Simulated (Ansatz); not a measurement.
Wanted: the native input for an Ansatz 0.2.0 run.

```yaml
Task: projected density of states
Functional: PBE
Potentials_or_basis: Ansatz PAW
Cutoff: "420 eV (not typed: the program's choice for these potentials)"
k_mesh: 9 × 9 × 9
Occupations: fermi-dirac, width 0.05 eV
Spin: no spin polarisation
Hubbard_terms: Cu d U = 4 eV
Hubbard_projectors: ortho-atomic (the default)
Double_counting: fll (the default)
```

Crystal: Cu3O2.

```xyz
5
Lattice="-2.0230 2.0230 3.6736 2.0230 -2.0230 3.6736 2.0230 2.0230 -3.6736" Properties=species:S:1:pos:R:3 pbc="T T T"
Cu    0.0000    0.0000    0.0000
Cu    0.0000    2.0230    1.8368
Cu    2.0230    0.0000    1.8368
O     0.0000    2.0230    0.0000
O     2.0230    0.0000    0.0000
```

The cell comes from a database or a generator and needn't be the stable form of this composition.

These files were run (other wordings do the same):

input.yaml

```yaml
crystal:
  lattice:
    - [-2.022982, 2.022982, 3.673617]
    - [2.022982, -2.022982, 3.673617]
    - [2.022982, 2.022982, -3.673617]
  atoms:
    - { symbol: Cu, position: [0.0, 0.0, 0.0] }
    - { symbol: Cu, position: [0.75, 0.25, 0.5] }
    - { symbol: Cu, position: [0.25, 0.75, 0.5] }
    - { symbol: O, position: [0.5, 0.0, 0.5] }
    - { symbol: O, position: [0.0, 0.5, 0.5] }
hamiltonian:
  xc: pbe
  pseudopotentials: { kind: paw }
  hubbard: { sites: [{ species: Cu, l: d, u_eff: 4.0 }] }
kpoints:
  mp_grid: { grid: [9, 9, 9] }
scf:
  occupations: { method: fermi_dirac, width: 0.05 }
  n_extra_bands: 12
output:
  forces: true
  stress: true
  eigenvalues: true
  dos: { projected: true, de: 0.05, nscf_kmesh: { grid: [14, 14, 14] } }
  write_density: true
  write_potential: true
  elf: true
  volumetric_format: npy
```

Potentials or basis: Ansatz PAW.

Run with:

```bash
$ ansatz run input.yaml --threads 2 --pin off --max-ram 5632MiB --backend cpu --events-out ev --progress --plain --runs-dir out
```

It gave:

```json
{"Pressure": "3.0 GPa", "Band gap on the k mesh": "none (metal or under the smearing width)", "Density of states at the Fermi level": "1.75 states/eV per cell"}
```

Caveat: the pressure holds a Pulay correction of +0.5 GPa for the finite cutoff; an odd number of electrons without spin polarisation forces a metal; a magnetic or distorted state may lie lower; the run has no spin polarisation, though such a crystal can be magnetic; U without spin polarisation on a metal has little footing; the density of states is complete only up to the lowest level of the last band computed.

It took 24 s on 2 threads of Arm Neoverse V2 (shared host), peak memory 0.82 GiB.
